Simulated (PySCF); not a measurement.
# Rb2 (Rb2): the cost of one run

Computed with PySCF 2.14.0 and routines of our own; the level stands in each step. Atoms count from 0.

## 1. The system as given

2 atoms, charge 0, multiplicity 1; geometry from: GFN2-xTB.

## 2. Relaxing the molecule at PBE0-D3(BJ)/def2-SVP

Job settings and geometry (Å):

```
{"job": {"xc": "PBE0", "basis": "def2-SVP", "d3": "d3bj", "grid": 1, "maxiter": 30, "shake": 0.01, "kind": "geom"}, "charge": 0, "multiplicity": 1}
Rb     1.913130    -0.028000     0.000810
Rb    -1.895640    -0.000810    -0.012930
```

Command:

```
OMP_NUM_THREADS=1 python heavy_run.py task.json out
```

One launch serves the whole session: the jobs run in the order shown.

**Question.** How long does this first job take on 1 thread of Arm Neoverse V1, shared host, and how much memory does it need?

About 4.9 s, with a peak of 0.25 GiB.
